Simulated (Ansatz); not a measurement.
# BH2OSe radical (SMILES [BH][Se]O): single points off equilibrium

The task here is to estimate one member of a computed series from the others.

The runs use Ansatz 0.2.0, Gaussian basis; single points in def2-TZVPP.

Cores are frozen in the correlated methods. Filled d shells of the heavier atoms are correlated. Orbitals are unrestricted.

## The starting structure

SMILES `[BH][Se]O`, 5 atoms, charge 0, spin multiplicity 2.

Atoms are counted from 1 here; the program's logs count them from 0.

Bond lengths: B1–Se2 1.757 Å, B1–H4 1.135 Å, Se2–O3 2.010 Å, O3–H5 0.957 Å. Angles: Se2–B1–H4 171.6°, B1–Se2–O3 100.9°, Se2–O3–H5 109.0°.

Coordinates:

```tsv
atom	x (Å)	y (Å)	z (Å)
B1	-1.25360	-0.34590	-0.54790
Se2	-0.13500	-0.55400	0.79030
O3	1.38860	0.61400	0.19620
H4	-2.08350	-0.30080	-1.32060
H5	2.06970	0.60240	0.86860
```

Set-up of the first run:

The input, run/in.yaml:

```yaml
crystal:
  periodic: [false, false, false]
  atoms:
    - {symbol: B, position_ang: [-1.253600, -0.345900, -0.547900]}
    - {symbol: Se, position_ang: [-0.135000, -0.554000, 0.790300]}
    - {symbol: O, position_ang: [1.388600, 0.614000, 0.196200]}
    - {symbol: H, position_ang: [-2.083500, -0.300800, -1.320600]}
    - {symbol: H, position_ang: [2.069700, 0.602400, 0.868600]}
basis:
  gaussian: {orbitals: def2-TZVPP}
magnetization: {spin_polarized: true, initial_magnetization: 1}
correlation: {method: ccsd_t}
scf: {omitted_lower_state_checks: [cluster_reference]}
output: {forces: true}
```

The command line of these runs was not kept.

Among the steps run: CCSD(T)/def2-TZVPP; PBE0-D4/def2-TZVPP; wB97M-V/def2-TZVPP; r2SCAN-D4/def2-TZVPP; PBE-D4/def2-TZVPP; revPBE-D4/def2-TZVPP; LC-wPBE/def2-TZVPP.

One table of the session follows, with a row left open; its other results are not shown here.

```
   method  RMS force component (eV/Å)  angle to CCSD(T) forces (°)  dipole (D)
  CCSD(T)                       0.534                    reference        1.26
  PBE0-D4                           ?                            ?           ?
  wB97M-V                       0.493                         14.1        1.36
r2SCAN-D4                       0.513                          5.5        1.16
   PBE-D4                       0.621                         17.4        1.22
revPBE-D4                       0.626                         21.7        1.20
  LC-wPBE                       0.673                         26.1        1.41
```

Q: Estimate the row for PBE0-D4 from the others.

**Answer.** RMS force component (eV/Å): 0.534; angle to CCSD(T) forces (°): 10.5; dipole (D): 1.24.

Limits of these values: The unrestricted reference is spin-contaminated, which hurts MP2 most.
